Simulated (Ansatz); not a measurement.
# TaF3 (triplet): from a generated start to a stationary point

Aim: relax a generated start of TaF3 (triplet) and see which bonds hold.

Program: Ansatz 0.2.0, Gaussian basis. Level of theory: UKS PBE0/def2-TZVP. These are calculated values, not measurements.

## Step 1: Where the work starts

4 atoms, charge 0, spin multiplicity 3.

Atoms are counted from 1 here; the program's logs count them from 0.

Bond lengths: Ta1–F2 1.789 Å, Ta1–F3 1.789 Å, Ta1–F4 2.196 Å. Angles: F2–Ta1–F3 170.1°, F2–Ta1–F4 94.9°, F3–Ta1–F4 94.9°.

As a file:

```xyz
4

Ta    0.07530    0.13025   -0.00969
F     1.69552   -0.62893   -0.01808
F    -1.39124    1.15528   -0.02110
F    -1.02142   -1.76687    0.13150
```

The start was built by rule and, where that kept it together, relaxed with GFN2-xTB. Sticks and bond lists go by distance. No spin-orbit coupling is included. Elements past krypton take def2 core potentials.

## Step 2: Relaxation

Input file in.yaml:

```yaml
crystal:
  periodic: [false, false, false]
  atoms:
    - {symbol: Ta, position_ang: [0.075295, 0.130247, -0.009693]}
    - {symbol: F, position_ang: [1.695515, -0.628931, -0.018076]}
    - {symbol: F, position_ang: [-1.391237, 1.155279, -0.021097]}
    - {symbol: F, position_ang: [-1.021420, -1.766873, 0.131497]}
basis:
  gaussian: {orbitals: def2-TZVP}
magnetization: {spin_polarized: true, initial_magnetization: 2}
hamiltonian: {xc: pbe0}
relax: {f_tol: 0.004, max_steps: 80}
```

On the command line:

```console
$ ansatz run in.yaml --threads 1 --pin off --events-out ev --progress --plain --max-ram 2176MiB
```

Before running it: what results should come out? Wanted: energy gained; shift from the start; total energy; dipole moment; ⟨S²⟩.

As calculated:

| quantity | value |
| --- | --- |
| steps | 7 |
| energy gained | 1.385 eV |
| shift from the start (rms) | 0.203 Å |
| total energy | -9701.8231 eV |
| dipole moment | 1.15 D |
| ⟨S²⟩ | 2.004 |

**Reading.** The bonds of the start are those of the end. Ta1–F4 went from 2.196 to 1.897 Å. No vibrations were run, so this is a stationary point, not a proven minimum, and this spin need not be the ground state's.
